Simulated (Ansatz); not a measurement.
# Trimethylarsine (C₃H₉As): up Jacob's ladder to CCSD(T)

How much do the methods differ for trimethylarsine (C₃H₉As)? The plan is to run it at one geometry with functionals of several rungs and with coupled cluster. The yardstick is the atomisation energy at the CCSD(T) limit.

Computed with Ansatz 0.2.0, Gaussian basis. Level: functionals in def2-TZVPP, the program's frozen cores in correlated methods.

Levels to be run: LDA (SPW92), PBE-D4, revPBE-D4, BLYP-D4, r2SCAN-D4, B97M-V, PBE0-D4, B3LYP-D4, r2SCANh-D4, r2SCAN0-D4, HSE06-D4, BHLYP-D4, CAM-B3LYP-D4, LC-ωPBE, ωB97X-V, ωB97M-V, B2PLYP, PBE-QIDH; CCSD(T)/def2-SVP; CCSD(T)/def2-TZVPP; MP2/def2-QZVPP; extrapolation to the limit; RPA on PBE.

### Step 1. The geometry

An earlier PBE0-D4 in a triple-zeta def2 set relaxation fixed the geometry.

SMILES `C[As](C)C`, 13 atoms, charge 0, spin multiplicity 1.

Atoms are counted from 1 here; the program's logs count them from 0.

Bond lengths: C1–As2 1.965 Å, C1–H5 1.091 Å, C1–H6 1.092 Å, C1–H7 1.091 Å, As2–C3 1.965 Å, As2–C4 1.965 Å, C3–H8 1.092 Å, C3–H9 1.091 Å, C3–H10 1.091 Å, C4–H11 1.091 Å, C4–H12 1.091 Å, C4–H13 1.092 Å. Angles: As2–C1–H5 109.3°, As2–C1–H6 111.2°, As2–C1–H7 109.3°, H5–C1–H6 109.3°, H5–C1–H7 108.3°, H6–C1–H7 109.3°, C1–As2–C3 97.0°, C1–As2–C4 97.0°, C3–As2–C4 97.0°, As2–C3–H8 111.2°, As2–C3–H9 109.3°, As2–C3–H10 109.3°, H8–C3–H9 109.3°, H8–C3–H10 109.3°, H9–C3–H10 108.3°, As2–C4–H11 109.3°, As2–C4–H12 109.3°, As2–C4–H13 111.2° and more.

### Step 2. LDA

This LDA is Slater exchange with PW92 correlation.

The input, in.yaml:

```yaml
crystal:
  periodic: [false, false, false]
  atoms:
    - {symbol: C, position_ang: [-0.577263, 1.427429, -0.711852]}
    - {symbol: As, position_ang: [0.600070, -0.141278, -0.830237]}
    - {symbol: C, position_ang: [1.410306, 0.033529, 0.951331]}
    - {symbol: C, position_ang: [-0.747503, -1.487730, -0.348442]}
    - {symbol: H, position_ang: [0.024032, 2.335825, -0.770745]}
    - {symbol: H, position_ang: [-1.141091, 1.427930, 0.223234]}
    - {symbol: H, position_ang: [-1.272898, 1.421398, -1.552245]}
    - {symbol: H, position_ang: [0.647336, 0.173119, 1.719886]}
    - {symbol: H, position_ang: [1.987670, -0.864590, 1.175471]}
    - {symbol: H, position_ang: [2.088716, 0.887891, 0.957492]}
    - {symbol: H, position_ang: [-0.255189, -2.445647, -0.174575]}
    - {symbol: H, position_ang: [-1.449744, -1.607895, -1.174654]}
    - {symbol: H, position_ang: [-1.294341, -1.194783, 0.550136]}
basis:
  gaussian: {orbitals: def2-TZVPP}
hamiltonian: {xc: lda}
output: {orbitals: {seedname: orbitals}}
```

Started as:

```sh
> ansatz run in.yaml --threads 4 --pin off --events-out ev --progress --plain --max-ram 10444MiB
```

The runs that follow: PBE-D4 (GGA); revPBE-D4 (GGA); BLYP-D4 (GGA); r2SCAN-D4 (meta-GGA); B97M-V (meta-GGA); PBE0-D4 (hybrid); B3LYP-D4 (hybrid); r2SCANh-D4 (hybrid); r2SCAN0-D4 (hybrid); HSE06-D4 (hybrid); BHLYP-D4 (hybrid); CAM-B3LYP-D4 (range-separated); LC-ωPBE (range-separated); ωB97X-V (range-separated); ωB97M-V (range-separated); B2PLYP (double hybrid); PBE-QIDH (double hybrid); CCSD(T) in def2-SVP; CCSD(T) in def2-TZVPP; MP2 in def2-QZVPP; RPA on PBE orbitals.

**Question.** What will the summary of the whole plan be? Wanted: atomisation energy, CCSD(T)/CBS; farthest beyond LDA; mean size of error, GGA; mean size of error, meta-GGA; mean size of error, hybrid; mean size of error, range-separated; mean size of error, double hybrid; gap, smallest and largest; T1 diagnostic.

As calculated:

| quantity | value |
| --- | --- |
| atomisation energy, CCSD(T)/CBS | 48.392 eV |
| functionals within 0.484 eV (1.0 %) | revPBE-D4, BLYP-D4, r2SCAN-D4, B97M-V, PBE0-D4, B3LYP-D4, r2SCANh-D4, r2SCAN0-D4, HSE06-D4, CAM-B3LYP-D4, LC-ωPBE, ωB97X-V, ωB97M-V, B2PLYP, PBE-QIDH |
| farthest beyond LDA | BHLYP-D4 (-0.884 eV) |
| mean size of error, GGA | 0.338 eV |
| mean size of error, meta-GGA | 0.117 eV |
| mean size of error, hybrid | 0.293 eV |
| mean size of error, range-separated | 0.216 eV |
| mean size of error, double hybrid | 0.347 eV |
| gap, smallest and largest | 5.69 eV (BLYP-D4), 12.28 eV (LC-ωPBE) |
| T1 diagnostic | 0.0096 |
| triples share of the correlation energy | 3.7 % |

**Reading.** The LDA atomisation energy is off by 6.251 eV (13 %): it overbinds. PBE-D4 is off by +0.649 eV. Double hybrids carry the basis error of their MP2 part in triple zeta, and no dispersion term here, so their miss is partly the set-up's. The rungs meta-GGA, range-separated, hybrid, GGA, double hybrid miss on average by less than the doubt on the reference (0.484 eV), so they tie. The reference freezes the cores and leaves out relativity and excitations past (T), and its outer-core shells are covered unevenly, so misses under about 0.484 eV can't be ranked. Hartree-Fock recovers 74 % of the binding; the rest is correlation. CCSD(T) in def2-SVP is off by -2.528 eV, which most functionals beat. The gap grows from 5.7 to 12.3 eV across the functionals, mostly with the share of exact exchange. Correlated methods include outer-core shells of As, which these sets cover unevenly.
